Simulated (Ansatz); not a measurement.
# CH6SSi2: how energies converge with the basis set

An exercise on one series of results from a longer session: the logs are not shown, and one member is left open.

The runs use Ansatz 0.2.0, Gaussian basis; one geometry, several basis sets.

Levels to be run: PBE0-D4/def2-SVP; ωB97M-V/def2-SVP; PBE0-D4/def2-QZVPP; ωB97M-V/def2-QZVPP; the functionals' def2-TZVPP values are taken from earlier runs.

## Structure used throughout

All runs share one geometry, relaxed beforehand with PBE0-D4 in a triple-zeta def2 set.

SMILES `C[SiH]1[SiH2]S1`, 10 atoms, charge 0, spin multiplicity 1.

Atoms are counted from 1 here; the program's logs count them from 0.

Bond lengths: C1–Si2 1.862 Å, C1–H5 1.091 Å, C1–H6 1.093 Å, C1–H7 1.093 Å, Si2–Si3 2.246 Å, Si2–S4 2.154 Å, Si2–H8 1.484 Å, Si3–S4 2.156 Å, Si3–H9 1.483 Å, Si3–H10 1.484 Å. Angles: Si2–C1–H5 110.6°, Si2–C1–H6 110.3°, Si2–C1–H7 110.2°, H5–C1–H6 108.8°, H5–C1–H7 108.6°, H6–C1–H7 108.3°, C1–Si2–Si3 124.2°, C1–Si2–S4 116.5°, C1–Si2–H8 112.2°, Si3–Si2–S4 58.6°, Si3–Si2–H8 119.9°, S4–Si2–H8 113.5°, Si2–Si3–S4 58.6°, Si2–Si3–H9 123.5°, Si2–Si3–H10 122.2°, S4–Si3–H9 114.9°, S4–Si3–H10 114.6°, H9–Si3–H10 111.1° and more.

Geometry (Å):

```xyz
10
CH6SSi2
C    -1.3389    0.7796   -0.7686
Si   -0.4202   -0.4923    0.2350
Si    1.7401   -0.3163    0.8224
S     1.1146   -1.6009   -0.7917
H    -0.6410    1.4006   -1.3320
H    -1.9332    1.4220   -0.1138
H    -2.0151    0.2891   -1.4731
H    -1.3363   -1.3464    1.0316
H     2.3309   -1.0187    1.9869
H     2.5822    0.8320    0.4063
```

The first run:

in.yaml reads:

```yaml
crystal:
  periodic: [false, false, false]
  atoms:
    - {symbol: C, position_ang: [-1.338860, 0.779629, -0.768621]}
    - {symbol: Si, position_ang: [-0.420209, -0.492294, 0.234959]}
    - {symbol: Si, position_ang: [1.740058, -0.316268, 0.822381]}
    - {symbol: S, position_ang: [1.114576, -1.600883, -0.791687]}
    - {symbol: H, position_ang: [-0.640980, 1.400579, -1.331969]}
    - {symbol: H, position_ang: [-1.933204, 1.421996, -0.113825]}
    - {symbol: H, position_ang: [-2.015148, 0.289108, -1.473055]}
    - {symbol: H, position_ang: [-1.336294, -1.346391, 1.031642]}
    - {symbol: H, position_ang: [2.330942, -1.018677, 1.986904]}
    - {symbol: H, position_ang: [2.582218, 0.832000, 0.406272]}
basis:
  gaussian: {orbitals: def2-SVP}
hamiltonian: {xc: pbe0, dispersion: d4}
output: {orbitals: {seedname: orbitals}}
```

Command:

```
> ansatz run in.yaml --threads 2 --pin off --events-out ev --progress --plain --max-ram 4352MiB
```

Among the steps run: PBE0-D4 in def2-SVP; ωB97M-V in def2-SVP; PBE0-D4 in def2-QZVPP; ωB97M-V in def2-QZVPP.

One table of the session follows, with a row left open; its other results are not shown here.

It belongs to the step «Functionals by basis». 

```
functional       basis  HOMO (eV)  LUMO (eV)
   PBE0-D4    def2-SVP      -7.07       0.04
   PBE0-D4  def2-TZVPP      -7.04      -0.17
   PBE0-D4  def2-QZVPP          ?          ?
   ωB97M-V    def2-SVP      -8.98       1.94
   ωB97M-V  def2-TZVPP      -8.99       1.56
   ωB97M-V  def2-QZVPP      -9.01       1.22
```

Q: Estimate the row for PBE0-D4, def2-QZVPP from the others.

**Answer.** HOMO (eV): -7.05; LUMO (eV): -0.30. In the column «HOMO (eV)» it lies between PBE0-D4, def2-SVP (-7.07) and PBE0-D4, def2-TZVPP (-7.04).
